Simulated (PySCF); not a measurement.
# C₇H₅Br: magnetic properties

Aim: compute the magnetic properties of C₇H₅Br (`C#C/C(Br)=C\C#CC`).

Computed with PySCF 2.14.0 and routines of our own; the level stands in each step. Atoms count from 0.

## Step 1: The starting structure

13 atoms, charge 0, multiplicity 1; geometry from: GFN2-xTB.

## Step 2: Magnetic properties: GIAO BHandHLYP/pcSseg-1

The job: settings as JSON, then the geometry in Å.

```
{"job": {"kind": "mag", "xc": "BHandHLYP", "basis": "pcSseg-1", "isotopologues": 2}, "charge": 0, "multiplicity": 1}
C      2.239352    -1.636249     0.919532
C      2.090872    -0.581072     0.362985
C      1.997459     0.655250    -0.290976
Br     3.684350     1.491959    -0.690650
C      0.853018     1.263314    -0.642425
C     -0.403679     0.699671    -0.377771
C     -1.490920     0.229121    -0.157928
C     -2.792891    -0.333985     0.101578
H      2.333351    -2.560946     1.405434
H      0.870820     2.219261    -1.148255
H     -2.798257    -0.827377     1.073375
H     -3.037513    -1.067946    -0.666598
H     -3.550349     0.449486     0.093972
```

Level: GIAO BHandHLYP/pcSseg-1 magnetisability, rotational g tensor and spin-rotation constants, non-relativistic, gas phase.

On the command line:

```sh
$ OMP_NUM_THREADS=1 python excited_run.py task.json out
```

One launch serves the whole session: the jobs run in the order shown.

What it wrote:

```text
coarse grid: 55952 points
cycle   1  E = -2843.2036104955  dE =  2.862e-01  |g| = 6.961e-01  |ddm| = 4.270e+00
cycle   2  E = -2843.2154887457  dE = -1.188e-02  |g| = 4.721e-01  |ddm| = 1.068e+00
cycle   3  E = -2843.2481845380  dE = -3.270e-02  |g| = 2.183e-01  |ddm| = 6.277e-01
cycle   4  E = -2843.2595432895  dE = -1.136e-02  |g| = 7.254e-02  |ddm| = 2.430e-01
cycle   5  E = -2843.2606583814  dE = -1.115e-03  |g| = 1.826e-02  |ddm| = 6.364e-02
cycle   6  E = -2843.2607314118  dE = -7.303e-05  |g| = 6.499e-03  |ddm| = 2.197e-02
cycle   7  E = -2843.2607416626  dE = -1.025e-05  |g| = 2.166e-03  |ddm| = 7.713e-03
cycle   8  E = -2843.2607428109  dE = -1.148e-06  |g| = 6.417e-04  |ddm| = 2.306e-03
final grid: 118392 points
cycle   9  E = -2843.2607362072  dE =  8.185e-09  |g| = 7.626e-04  |ddm| = 1.799e-03
cycle  10  E = -2843.2607360966  dE =  1.106e-07  |g| = 1.033e-03  |ddm| = 1.424e-03
cycle  11  E = -2843.2607363475  dE = -2.509e-07  |g| = 9.210e-05  |ddm| = 7.902e-04
cycle  12  E = -2843.2607363493  dE = -1.827e-09  |g| = 1.558e-05  |ddm| = 8.833e-05
cycle  13  E = -2843.2607363495  dE = -2.283e-10  |g| = 1.467e-05  |ddm| = 4.893e-05
converged SCF energy = -2843.2607363495

Magnetisability tensor (1e-30 J/T^2)
    -1554.13      -75.48       36.45
      -75.48    -1422.94       -6.55
       36.45       -6.55    -1426.80
isotropic -1467.96   principal values   -1594.15  -1431.29  -1378.42
isotropic susceptibility -88.402 1e-6 cm^3/mol

Inertial axes            a          b          c
rot. const./GHz      3.2210     0.5796     0.4927
chi total           -95.706    -83.306    -86.195
chi diamagnetic    -474.840  -2044.323  -2396.242
chi paramagnetic    379.134   1961.016   2310.047
quadrupole/D A       10.017      2.687    -12.704
g nuclear            0.5664     0.5304     0.5345
g electronic        -0.5737    -0.5339    -0.5347
g total             -0.0073    -0.0035    -0.0002

Spin-rotation constants (kHz, H = +C I.J)
atom  isotope        aa         bb         cc
  3   79Br        1.421      1.452      1.341
  8     1H       -0.357      0.025     -0.058
  9     1H       -0.288      0.046     -0.054
 10     1H       -0.330     -0.015     -0.031
 11     1H       -0.308     -0.058      0.003
 12     1H       -0.251     -0.013     -0.045
  0    13C*       0.940      0.102      0.161
  1    13C*       1.156     -0.017      0.186
  2    13C*       1.365      0.215      0.087
  4    13C*       1.323      0.226      0.077
  5    13C*       0.035      0.203      0.169
  6    13C*       0.469      0.197      0.176
  7    13C*       0.381      0.071      0.060
* in the singly substituted isotopologue

Isotopologues: g along a, b, c
2H    at 8,9,10,11,12      -0.0065    -0.0033    -0.0003
13C   at 0                 -0.0070    -0.0035    -0.0002
```

It took 21 s on 1 thread of AMD EPYC 9R45, shared host; peak memory 0.97 GiB.

From this job:

```csv
quantity,value
magnetisability,-1468·10⁻³⁰ J/T²
molar susceptibility,-88.4·10⁻⁶ cm³/mol
"rotational g (a, b, c)","-0.0073, -0.0035, -0.0002"
```

## Step 3: Magnetic properties: GIAO KT1/STO-3G

Settings changed since step 2:

```diff
@@ -1,2 +1,2 @@
-{"job": {"kind": "mag", "xc": "BHandHLYP", "basis": "pcSseg-1", "isotopologues": 2}, "charge": 0, "multiplicity": 1}
+{"job": {"kind": "mag", "xc": "KT1", "basis": "STO-3G"}, "charge": 0, "multiplicity": 1}
 C      2.239352    -1.636249     0.919532
```

Method: GIAO KT1/STO-3G magnetisability, rotational g tensor and spin-rotation constants, non-relativistic, gas phase.

What it wrote:

```text
coarse grid: 55952 points
cycle   1  E = -2821.1130011277  dE = -2.112e+00  |g| = 3.667e-01  |ddm| = 5.392e+00
cycle   2  E = -2820.8072222111  dE =  3.058e-01  |g| = 9.397e-01  |ddm| = 2.576e+00
cycle   3  E = -2821.1922470223  dE = -3.850e-01  |g| = 9.984e-02  |ddm| = 1.811e+00
cycle   4  E = -2821.1903204028  dE =  1.927e-03  |g| = 1.287e-01  |ddm| = 2.854e-01
cycle   5  E = -2821.1955439435  dE = -5.224e-03  |g| = 1.464e-02  |ddm| = 1.743e-01
cycle   6  E = -2821.1955820721  dE = -3.813e-05  |g| = 1.042e-02  |ddm| = 2.972e-02
cycle   7  E = -2821.1956192115  dE = -3.714e-05  |g| = 1.434e-03  |ddm| = 1.665e-02
cycle   8  E = -2821.1956199337  dE = -7.222e-07  |g| = 1.682e-04  |ddm| = 2.130e-03
final grid: 118392 points
cycle   9  E = -2821.1955734176  dE =  2.815e-08  |g| = 3.156e-04  |ddm| = 1.031e-03
cycle  10  E = -2821.1955732133  dE =  2.044e-07  |g| = 7.921e-04  |ddm| = 1.961e-03
cycle  11  E = -2821.1955734599  dE = -2.467e-07  |g| = 6.705e-05  |ddm| = 1.334e-03
cycle  12  E = -2821.1955734618  dE = -1.892e-09  |g| = 2.236e-05  |ddm| = 1.412e-04
cycle  13  E = -2821.1955734620  dE = -1.428e-10  |g| = 3.532e-06  |ddm| = 2.593e-05
converged SCF energy = -2821.1955734620

Magnetisability tensor (1e-30 J/T^2)
    -1420.51      -23.41       12.46
      -23.41    -1360.98      -31.34
       12.46      -31.34    -1402.08
isotropic -1394.52   principal values   -1428.81  -1419.00  -1335.76
isotropic susceptibility -83.980 1e-6 cm^3/mol

Inertial axes            a          b          c
rot. const./GHz      3.2210     0.5796     0.4927
chi total           -86.044    -80.442    -85.454
chi diamagnetic    -465.795  -2036.528  -2392.107
chi paramagnetic    379.751   1956.086   2306.653
quadrupole/D A        6.529      1.323     -7.852
g nuclear            0.5664     0.5304     0.5345
g electronic        -0.5746    -0.5326    -0.5339
g total             -0.0083    -0.0022     0.0006

Spin-rotation constants (kHz, H = +C I.J)
atom  isotope        aa         bb         cc
  3   79Br        1.516      0.850      0.597
  8     1H       -0.361      0.020     -0.058
  9     1H       -0.287      0.034     -0.057
 10     1H       -0.336     -0.021     -0.035
 11     1H       -0.316     -0.063     -0.003
 12     1H       -0.264     -0.019     -0.049
  0    13C*       0.508      0.078      0.087
  1    13C*       0.617      0.004      0.093
  2    13C*       0.822      0.156      0.041
  4    13C*       0.778      0.141      0.032
  5    13C*       0.120      0.113      0.088
  6    13C*       0.379      0.104      0.093
  7    13C*       0.179      0.036      0.030
* in the singly substituted isotopologue
```

It took 7.7 s on 1 thread of AMD EPYC 9R45, shared host; peak memory 0.49 GiB.

Key values:

```csv
quantity,value
magnetisability,-1395·10⁻³⁰ J/T²
molar susceptibility,-84.0·10⁻⁶ cm³/mol
"rotational g (a, b, c)","-0.0083, -0.0022, 0.0006"
```

## Step 4: The levels compared

```csv
level,ξ (10⁻³⁰ J/T²),g(a),g(b),gap (eV),functions,time
GIAO BHandHLYP/pcSseg-1,-1468,-0.0073,-0.0035,6.71,185,21 s
GIAO KT1/STO-3G,-1395,-0.0083,-0.0022,3.66,58,7.7 s
```

## Step 5: What came out

```
                                                quantity                      value
       magnetisability (step 2, GIAO BHandHLYP/pcSseg-1)           -1468·10⁻³⁰ J/T²
  molar susceptibility (step 2, GIAO BHandHLYP/pcSseg-1)         -88.4·10⁻⁶ cm³/mol
rotational g (a, b, c) (step 2, GIAO BHandHLYP/pcSseg-1)  -0.0073, -0.0035, -0.0002
                         magnetisability over the levels  -1468 to -1395·10⁻³⁰ J/T²
```

In words: Steps that list no spin-orbit terms leave them out, which matters at and beside the heavy atoms. GIAO KT1/STO-3G has a minimal basis, so it is left out of the spread where two other levels stand. The magnetisability spreads by 5.1 % over 2 levels, from GIAO BHandHLYP/pcSseg-1 (21 s) to GIAO KT1/STO-3G (7.7 s); the runs took 7.7 s to 21 s. Two levels can agree by chance, so this spread shows no convergence. Vibrational averaging and real surroundings are missing from these values.
